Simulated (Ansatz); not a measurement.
## CdH3NO, SMILES [NH2][Cd][OH]: a relaxed scan of one distance, step by step

Computed with the Python package of Ansatz (0.2.0).

Contents of `cdh3no.xyz`:
```text
6

N    -1.03570    0.15900   -1.09480
Cd    0.47900   -0.91300   -0.22890
O     1.43990   -0.52470    1.01830
H    -0.37150    1.03060   -0.97910
H    -1.43440   -0.06400   -0.17630
H     0.96460    0.24810    1.41470
```

Notebook, run cell by cell (the value of a cell's last expression is shown):

In [1]:
```python
import ansatz as az
import numpy as np
```

In [2]:
```python
BASIS_SET = 'def2-SVP'
XC = 'b3lyp'
```

In [3]:
```python
mol = az.Crystal.molecule_from_extxyz('cdh3no.xyz')
```

In [4]:
```python
base = mol.calculation().basis(gaussian=BASIS_SET).functional(XC)
symbols = [site.symbol for site in mol.cartesian_sites]
pairs = [(0, 1), (0, 3), (0, 4), (1, 2), (1, 4), (1, 5)]
print('held (A)   E (eV)        ', '  '.join(f'{symbols[i]}{i}-{symbols[j]}{j}' for i, j in pairs))
for length in [0.94, 1.03, 1.11, 1.23, 1.38]:
    rep = base.relax(constraints=[az.DistanceConstraint((0, 4), at=length)], force_tolerance=0.02, max_steps=60).run().report
    xyz = np.array(rep['positions_ang'])
    print(f'{length:6.2f} {rep["free_energy_ev"]:14.5f}  ', '  '.join(f'{np.linalg.norm(xyz[i] - xyz[j]):.3f}' for i, j in pairs))
```
```text
held (A)   E (eV)         N0-Cd1  N0-H3  N0-H4  Cd1-O2  Cd1-H4  Cd1-H5
DeckWarning: relax.constraints: the input's atoms, or those drawn, lie off the distances that are held; a relaxation that starts there is brought onto them ahead of its first SCF, by positions alone, [...]
  0.94    -8148.27997   2.009  1.020  0.940  1.975  2.541  2.489
  1.03    -8148.44953   2.017  1.023  1.030  1.976  2.579  2.492
  1.11    -8148.31687   2.024  1.025  1.110  1.977  2.611  2.491
  1.23    -8147.86198   2.032  1.027  1.230  1.977  2.650  2.493
  1.38    -8147.12678   2.040  1.030  1.380  1.977  2.688  2.494
```

Total energies depend on the basis set; only differences at equal settings carry meaning. Warnings are shown shortened and without file and line. The energies are electronic: no zero-point or thermal terms, and the basis set is short of its limit. def2 sets replace the cores of elements past krypton by effective core potentials. b3lyp holds the VWN-RPA fit, as in Gaussian; the form of ORCA and Turbomole is b3lyp5. The whole script took 3.2 min on 1 thread of Arm Neoverse V1 (shared host), peak memory 0.24 GiB.
